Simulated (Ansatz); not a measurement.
# C₆H₉OSc: how energies converge with the basis set

One table from this session's results is given with a row withheld; the runs are named, their logs left out.

Method: one geometry, several basis sets; program: Ansatz 0.2.0, Gaussian basis.

Plan: PBE0-D4/def2-SVP; ωB97M-V/def2-SVP; PBE0-D4/def2-QZVPP; ωB97M-V/def2-QZVPP; the functionals' def2-TZVPP values are taken from earlier runs.

1 further run of the same task is left out (it didn't finish).

## The relaxed structure

All runs share one geometry, relaxed beforehand with PBE0-D4 in a triple-zeta def2 set.

SMILES `[CH3][Sc]1234([OH])[C@H]5[C@@H]1[C@@H]2[C@@H]3[C@H]54`, 17 atoms, charge 0, spin multiplicity 1.

Atoms are counted from 1 here; the program's logs count them from 0.

Bond lengths: C1–Sc2 2.203 Å, C1–H9 1.098 Å, C1–H10 1.098 Å, C1–H11 1.097 Å, Sc2–O3 1.864 Å, Sc2–C4 2.471 Å, Sc2–C5 2.466 Å, Sc2–C6 2.466 Å, Sc2–C7 2.472 Å, Sc2–C8 2.488 Å, O3–H12 0.952 Å, C4–C5 1.414 Å, C4–C8 1.410 Å, C4–H13 1.082 Å, C5–C6 1.408 Å, C5–H14 1.081 Å, C6–C7 1.414 Å, C6–H15 1.081 Å and more. Angles: Sc2–C1–H9 112.4°, Sc2–C1–H10 112.5°, Sc2–C1–H11 111.3°, H9–C1–H10 105.9°, H9–C1–H11 107.2°, H10–C1–H11 107.2°, C1–Sc2–O3 112.3°, C1–Sc2–C4 105.4°, C1–Sc2–C5 138.6°, C1–Sc2–C6 137.7°, C1–Sc2–C7 104.5°, C1–Sc2–C8 87.8°, O3–Sc2–C4 133.0°, O3–Sc2–C5 105.8°, O3–Sc2–C6 106.2°, O3–Sc2–C7 134.0°, O3–Sc2–C8 159.9°, C4–Sc2–C5 33.3° and more.

As a file:

```
atom    x (Å)    y (Å)    z (Å)
  C1   0.4989  -2.3771  -0.3827
 Sc2   0.7757  -0.1911  -0.3886
  O3   2.4013   0.3128  -1.1491
  C4  -1.5024   0.7599  -0.5002
  C5  -0.6106   1.8476  -0.3586
  C6  -0.0094   1.7516   0.9114
  C7  -0.5307   0.6051   1.5537
  C8  -1.4608  -0.0015   0.6856
  H9   0.3720  -2.7797   0.6313
 H10  -0.3923  -2.6887  -0.9437
 H11   1.3592  -2.8897  -0.8298
 H12   3.1916   0.7025  -1.5101
 H13  -2.1184   0.5522  -1.3648
 H14  -0.4146   2.6127  -1.0963
 H15   0.7270   2.4311   1.3168
 H16  -0.2681   0.2570   2.5435
 H17  -2.0184  -0.9048   0.8816
```

The first run:

File in.yaml:

```yaml
crystal:
  periodic: [false, false, false]
  atoms:
    - {symbol: C, position_ang: [0.498915, -2.377113, -0.382698]}
    - {symbol: Sc, position_ang: [0.775720, -0.191089, -0.388563]}
    - {symbol: O, position_ang: [2.401268, 0.312820, -1.149095]}
    - {symbol: C, position_ang: [-1.502434, 0.759919, -0.500232]}
    - {symbol: C, position_ang: [-0.610638, 1.847596, -0.358583]}
    - {symbol: C, position_ang: [-0.009353, 1.751624, 0.911443]}
    - {symbol: C, position_ang: [-0.530668, 0.605109, 1.553692]}
    - {symbol: C, position_ang: [-1.460821, -0.001504, 0.685635]}
    - {symbol: H, position_ang: [0.371962, -2.779655, 0.631268]}
    - {symbol: H, position_ang: [-0.392339, -2.688747, -0.943720]}
    - {symbol: H, position_ang: [1.359234, -2.889703, -0.829843]}
    - {symbol: H, position_ang: [3.191571, 0.702529, -1.510098]}
    - {symbol: H, position_ang: [-2.118352, 0.552235, -1.364770]}
    - {symbol: H, position_ang: [-0.414623, 2.612707, -1.096349]}
    - {symbol: H, position_ang: [0.727008, 2.431088, 1.316802]}
    - {symbol: H, position_ang: [-0.268094, 0.256952, 2.543479]}
    - {symbol: H, position_ang: [-2.018356, -0.904769, 0.881622]}
basis:
  gaussian: {orbitals: def2-SVP}
hamiltonian: {xc: pbe0, dispersion: d4}
output: {orbitals: {seedname: orbitals}}
```

The run is started by

```bash
ansatz run in.yaml --threads 2 --pin off --events-out ev --progress --plain --max-ram 20480MiB --backend cpu
```

Steps of the session up to this table: PBE0-D4 in def2-SVP; ωB97M-V in def2-SVP; PBE0-D4 in def2-QZVPP; ωB97M-V in def2-QZVPP.

One table of the session follows, with a row left open; its other results are not shown here.

It belongs to the step «Density functionals: the series». 

| functional | basis | HOMO (eV) | LUMO (eV) |
| --- | --- | --- | --- |
| PBE0-D4 | def2-SVP | -6.33 | -1.27 |
| PBE0-D4 | def2-TZVPP | -6.43 | -1.39 |
| PBE0-D4 | def2-QZVPP | -6.45 | -1.40 |
| ωB97M-V | def2-SVP | -8.63 | 0.31 |
| ωB97M-V | def2-TZVPP | ? | ? |
| ωB97M-V | def2-QZVPP | -8.75 | 0.12 |

Estimate the missing values for ωB97M-V, def2-TZVPP.

As computed: HOMO (eV): -8.74; LUMO (eV): 0.22. In the column «HOMO (eV)» it lies between ωB97M-V, def2-QZVPP (-8.75) and ωB97M-V, def2-SVP (-8.63).
